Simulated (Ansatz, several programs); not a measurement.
A 2-atom cell of KBr started from a crystallographic database, relaxed with r2SCAN in Ansatz (plane waves, PAW): it is cubic, Fm-3m (No. 225); a = 6.605 Å in the conventional setting, 36.02 Å³ an atom. K has 6 Br at 3.30 Å; Br has 6 K at 3.30 Å. The cell was then scaled with its shape and fractional coordinates held. No spin polarisation and no zero-point or thermal motion.

```tsv
V (Å³/atom)	E (meV/atom)
33.856	7.76
36.017	0.00
37.097	1.33
38.178	5.38
```

Q: Pass a cubic E = c₀ + c₁u + c₂u² + c₃u³, with u = V − 36.287 Å³, through these points.

A: c₀ = 0.05, c₁ = +0.543, c₂ = 1.346, c₃ = -0.0750 (meV and Å³).

Q: Where is the minimum, and what bulk modulus follows?

A: dE/du = 0 at u = -0.198, so V₀ = 36.09 Å³. B = V₀ d²E/dV² = 36.09 × (2c₂ + 6c₃u) = 36.09 × 2.782 = 100 meV/Å³, and 1 meV/Å³ is 0.16022 GPa: 16 GPa. A third-order Birch-Murnaghan fit to all five points gives 36.09 Å³ and 16 GPa.

Q: Predict the energy and the pressure at the withheld volume, 34.936 Å³.

A: With u = -1.351: E ≈ 1.96 meV and P = −dE/dV ≈ +0.56 GPa. The run gives 1.93 meV and, from its stress, +0.56 GPa.
